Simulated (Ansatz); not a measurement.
**C2H7NOSi2: up Jacob's ladder to CCSD(T)**

Aim: compute C2H7NOSi2 with functionals from several rungs and with coupled cluster. The yardstick is the atomisation energy at the CCSD(T) limit.

The runs use Ansatz 0.2.0, Gaussian basis; functionals in def2-TZVPP, the program's frozen cores in correlated methods.

The runs, in order: PBE-D4, r2SCAN-D4, PBE0-D4, B3LYP-D4, ωB97X-V, ωB97M-V, B2PLYP; CCSD(T)/def2-TZVPP; MP2/def2-QZVPP; extrapolation to the limit.

### Step 1. The relaxed structure

All runs share one geometry, relaxed beforehand with PBE0-D4 in a triple-zeta def2 set.

SMILES `N[SiH]1C=C([SiH3])O1`, 13 atoms, charge 0, spin multiplicity 1.

Atoms are counted from 1 here; the program's logs count them from 0.

Bond lengths: N1–Si2 1.689 Å, N1–H7 1.006 Å, N1–H8 1.006 Å, Si2–C3 1.833 Å, Si2–O6 1.719 Å, Si2–H9 1.481 Å, C3–C4 1.349 Å, C3–H10 1.077 Å, C4–Si5 1.877 Å, C4–O6 1.393 Å, Si5–H11 1.485 Å, Si5–H12 1.484 Å, Si5–H13 1.485 Å. Angles: Si2–N1–H7 123.0°, Si2–N1–H8 122.2°, H7–N1–H8 112.8°, N1–Si2–C3 121.6°, N1–Si2–O6 118.4°, N1–Si2–H9 106.4°, C3–Si2–O6 78.2°, C3–Si2–H9 120.1°, O6–Si2–H9 109.8°, Si2–C3–C4 84.4°, Si2–C3–H10 147.2°, C4–C3–H10 128.0°, C3–C4–Si5 132.5°, C3–C4–O6 109.6°, Si5–C4–O6 117.9°, C4–Si5–H11 109.7°, C4–Si5–H12 108.2°, C4–Si5–H13 109.5° and more.

### Step 2. PBE-D4 (GGA)

File in.yaml:

```yaml
crystal:
  periodic: [false, false, false]
  atoms:
    - {symbol: N, position_ang: [-2.643372, 0.681649, -0.705254]}
    - {symbol: Si, position_ang: [-1.174866, 0.932600, 0.090881]}
    - {symbol: C, position_ang: [0.431780, 0.724598, -0.766875]}
    - {symbol: C, position_ang: [0.654398, -0.227413, 0.162772]}
    - {symbol: Si, position_ang: [2.154256, -1.282686, 0.561311]}
    - {symbol: O, position_ang: [-0.479883, -0.379206, 0.957703]}
    - {symbol: H, position_ang: [-2.766777, -0.013093, -1.422286]}
    - {symbol: H, position_ang: [-3.515823, 1.021663, -0.338665]}
    - {symbol: H, position_ang: [-1.386049, 2.079390, 1.003271]}
    - {symbol: H, position_ang: [1.112524, 1.091680, -1.517075]}
    - {symbol: H, position_ang: [1.791187, -2.720273, 0.481391]}
    - {symbol: H, position_ang: [3.216349, -0.969403, -0.426964]}
    - {symbol: H, position_ang: [2.626677, -0.974208, 1.934690]}
basis:
  gaussian: {orbitals: def2-TZVPP}
hamiltonian: {xc: pbe, dispersion: d4}
output: {forces: true, orbitals: {seedname: orbitals}}
```

On the command line:

```console
ansatz run in.yaml --threads 2 --pin off --events-out ev --progress --plain --max-ram 32768MiB --backend cuda --devices 0, --max-vram 18GiB
```

Further steps of the session: r2SCAN-D4 (meta-GGA); PBE0-D4 (hybrid); B3LYP-D4 (hybrid); ωB97X-V (range-separated); ωB97M-V (range-separated); B2PLYP (double hybrid); CCSD(T) in def2-TZVPP; MP2 in def2-QZVPP.

Q: Predict the results of all the runs planned. Wanted: atomisation energy, CCSD(T)/CBS; farthest; mean size of error, hybrid; mean size of error, range-separated; gap, smallest and largest; T1 diagnostic; triples share of the correlation energy.

**Answer**, as computed:

| quantity | value |
| --- | --- |
| atomisation energy, CCSD(T)/CBS | 4895.6 kJ/mol |
| functionals within 24.5 kJ/mol (0.5 %) | r2SCAN-D4, PBE0-D4, B3LYP-D4, ωB97M-V |
| farthest | PBE-D4 (+84.8 kJ/mol) |
| mean size of error, hybrid | 7.8 kJ/mol |
| mean size of error, range-separated | 21.9 kJ/mol |
| gap, smallest and largest | 4.02 eV (PBE-D4), 10.64 eV (ωB97X-V) |
| T1 diagnostic | 0.0135 |
| triples share of the correlation energy | 4.2 % |

What this shows: PBE-D4 misses by +84.8 kJ/mol. Double hybrids carry the basis error of their MP2 part in triple zeta, and no dispersion term here, so their miss is partly the set-up's. Misses under about 24.5 kJ/mol are within the doubt on the reference itself, which lacks core-valence correlation, relativity and higher excitations. Hartree-Fock recovers 71 % of the binding; the rest is correlation. Orbital gaps span 4.0 to 10.6 eV; exact exchange widens them.
